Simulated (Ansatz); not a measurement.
**SnH₂I₂: up Jacob's ladder to CCSD(T)**

How much do the methods differ for SnH₂I₂? The plan is to run it at one geometry with functionals of several rungs and with coupled cluster, and see how far each lands from CCSD(T) at the basis-set limit for the atomisation energy.

Program: Ansatz 0.2.0, Gaussian basis. Level of theory: functionals in def2-TZVPP, the program's frozen cores in correlated methods. These are calculated values, not measurements.

The runs, in order: LDA (SPW92), PBE-D4, revPBE-D4, BLYP-D4, r2SCAN-D4, B97M-V, PBE0-D4, B3LYP-D4, r2SCANh-D4, r2SCAN0-D4, HSE06-D4, BHLYP-D4, CAM-B3LYP-D4, LC-ωPBE, ωB97X-V, ωB97M-V, B2PLYP, PBE-QIDH; CCSD(T)/def2-SVP; CCSD(T)/def2-TZVPP; MP2/def2-QZVPP; extrapolation to the limit; RPA on PBE.

**1. Structure used throughout**

The geometry comes from an earlier relaxation with PBE0-D4 in a triple-zeta def2 set; it is a stationary point. I, Sn take the def2 core potential; no spin-orbit term is included.

SMILES `[I][SnH2][I]`, 5 atoms, charge 0, spin multiplicity 1.

Atoms are counted from 1 here; the program's logs count them from 0.

Bond lengths: I1–Sn2 2.672 Å, Sn2–I3 2.672 Å, Sn2–H4 1.700 Å, Sn2–H5 1.700 Å. Angles: I1–Sn2–I3 108.7°, I1–Sn2–H4 108.2°, I1–Sn2–H5 108.2°, I3–Sn2–H4 108.2°, I3–Sn2–H5 108.2°, H4–Sn2–H5 115.1°.

**2. LDA**

This LDA is Slater exchange with PW92 correlation.

in.yaml reads:

```yaml
crystal:
  periodic: [false, false, false]
  atoms:
    - {symbol: I, position_ang: [-2.340672, 0.866235, 0.311916]}
    - {symbol: Sn, position_ang: [0.119576, -0.017468, -0.241723]}
    - {symbol: I, position_ang: [1.256371, -0.867852, 2.022080]}
    - {symbol: H, position_ang: [-0.017101, -1.342532, -1.297645]}
    - {symbol: H, position_ang: [1.031625, 1.288017, -0.836130]}
basis:
  gaussian: {orbitals: def2-TZVPP}
hamiltonian: {xc: lda}
output: {orbitals: {seedname: orbitals}}
```

Run with:

```sh
ansatz run in.yaml --threads 4 --pin off --events-out ev --progress --plain --max-ram 10444MiB
```

Further steps of the session: PBE-D4 (GGA); revPBE-D4 (GGA); BLYP-D4 (GGA); r2SCAN-D4 (meta-GGA); B97M-V (meta-GGA); B3LYP-D4 (hybrid); r2SCANh-D4 (hybrid); r2SCAN0-D4 (hybrid); HSE06-D4 (hybrid); BHLYP-D4 (hybrid); CAM-B3LYP-D4 (range-separated); LC-ωPBE (range-separated); ωB97X-V (range-separated); ωB97M-V (range-separated); B2PLYP (double hybrid); PBE-QIDH (double hybrid); CCSD(T) in def2-SVP; CCSD(T) in def2-TZVPP; MP2 in def2-QZVPP; RPA on PBE orbitals.

Before running them: what should the planned runs give, taken together? Wanted: atomisation energy, CCSD(T)/CBS; farthest beyond LDA; mean size of error, GGA; mean size of error, meta-GGA; mean size of error, hybrid; mean size of error, range-separated; mean size of error, double hybrid; gap, smallest and largest; T1 diagnostic.

**Answer**, as computed:

| quantity | value |
| --- | --- |
| atomisation energy, CCSD(T)/CBS | 1069.9 kJ/mol |
| functionals within 10.7 kJ/mol (1.0 %) | none; nearest B97M-V (-26.2 kJ/mol) |
| farthest beyond LDA | LC-ωPBE (-78.6 kJ/mol) |
| mean size of error, GGA | 62.2 kJ/mol |
| mean size of error, meta-GGA | 32.0 kJ/mol |
| mean size of error, hybrid | 51.9 kJ/mol |
| mean size of error, range-separated | 57.1 kJ/mol |
| mean size of error, double hybrid | 59.6 kJ/mol |
| gap, smallest and largest | 3.52 eV (BLYP-D4), 10.10 eV (LC-ωPBE) |
| T1 diagnostic | 0.0096 |
| triples share of the correlation energy | 2.3 % |

**Reading.** The LDA atomisation energy is off by 121.2 kJ/mol (11 %): it overbinds. PBE-D4 is off by -40.0 kJ/mol. Double hybrids carry the basis error of their MP2 part in triple zeta, and no dispersion term here, so their miss is partly the set-up's. Taken by rung, meta-GGA functionals do best (32.0 kJ/mol on average) and GGA ones worst beyond LDA (62.2 kJ/mol). The reference freezes the cores and leaves out spin-orbit coupling and excitations past (T), and its outer-core shells are covered unevenly, so misses under about 10.7 kJ/mol can't be ranked. All levels share the lack of spin-orbit coupling, which lowers the free heavy atoms and so the true binding. Hartree-Fock recovers 66 % of the binding; the rest is correlation. CCSD(T) in def2-SVP is off by -138.0 kJ/mol, worse than the median functional, from the basis alone. Orbital gaps span 3.5 to 10.1 eV; exact exchange widens them. Correlated methods include outer-core shells of I, Sn, which these sets cover unevenly.
